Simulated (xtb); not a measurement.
# singlet CH3ClFSi+: GFN2-xTB (ALPB furane)

Wanted: an optimisation with harmonic vibrations of singlet CH3ClFSi+. 

Program for the calculation: xtb 6.7.1.

7 further runs of the same task are left out: 7 set aside as unsound or not needed.

### Step 1. The structure to begin with

The species is CH3ClFSi+ (7 atoms), meant as a singlet with charge +1. SMILES of the parent species: `C[Si](F)Cl`. The shape was relaxed beforehand at GFN2-xTB. The run starts from this shape.

Bond lengths: C1–Si2 1.896 Å, Si2–F3 1.630 Å, Si2–Cl4 2.025 Å, C1–H5 1.085 Å, C1–H6 1.085 Å, C1–H7 1.089 Å. Angles: C1–Si2–F3 105.0°, C1–Si2–Cl4 114.1°, F3–Si2–Cl4 104.1°, Si2–C1–H5 111.6°, Si2–C1–H6 111.1°, Si2–C1–H7 109.5°, H5–C1–H6 108.2°, H5–C1–H7 108.2°, H6–C1–H7 108.0°.

### Step 2. An optimisation with harmonic vibrations at GFN2-xTB (ALPB furane)

Contents of start.xyz:

```xyz
7
start
C     -0.152480     0.840450    -0.102490
Si    -0.250860    -0.952110     0.508500
F      1.191840    -1.237080     1.211670
Cl    -0.358840    -2.327160    -0.974730
H     -1.050320     1.130400    -0.637820
H     -0.014330     1.528540     0.725350
H      0.696290     0.948870    -0.776280
```

Launch:

```
xtb start.xyz --gfn 2 -v -c 1 --ohess extreme --alpb furane -P 1 | tee start.out
```

**Question.** What will come out? Wanted: total energy at the end; HOMO energy; LUMO energy; HOMO–LUMO gap; dispersion energy; solvent term in the energy; mean polarisability; lowest harmonic wavenumber; highest harmonic wavenumber.

Computed results:

Level: GFN2-xTB (ALPB furane).

| quantity | value |
| --- | --- |
| total energy at the end | -14.38443 Eh |
| HOMO energy | -14.79 eV |
| LUMO energy | -9.78 eV |
| HOMO–LUMO gap | 5.00 eV |
| dispersion energy | -8.52 kJ/mol |
| solvent term in the energy | -173.1 kJ/mol |
| mean polarisability (D4 model) | 59.4 bohr³ |
| lowest harmonic wavenumber | 65 cm⁻¹ |
| highest harmonic wavenumber | 2999 cm⁻¹ |
| zero-point energy | 104.5 kJ/mol |

What this shows: At the final geometry: Bond lengths: C1–Si2 1.855 Å, Si2–F3 1.586 Å, Si2–Cl4 1.926 Å, C1–H5 1.092 Å, C1–H6 1.098 Å, C1–H7 1.098 Å. Angles: C1–Si2–F3 108.3°, C1–Si2–Cl4 141.1°, F3–Si2–Cl4 110.7°, Si2–C1–H5 113.7°, Si2–C1–H6 110.2°, Si2–C1–H7 110.3°, H5–C1–H6 108.3°, H5–C1–H7 108.1°, H6–C1–H7 106.0°. All 15 modes are real, so the shape is a minimum at this level.
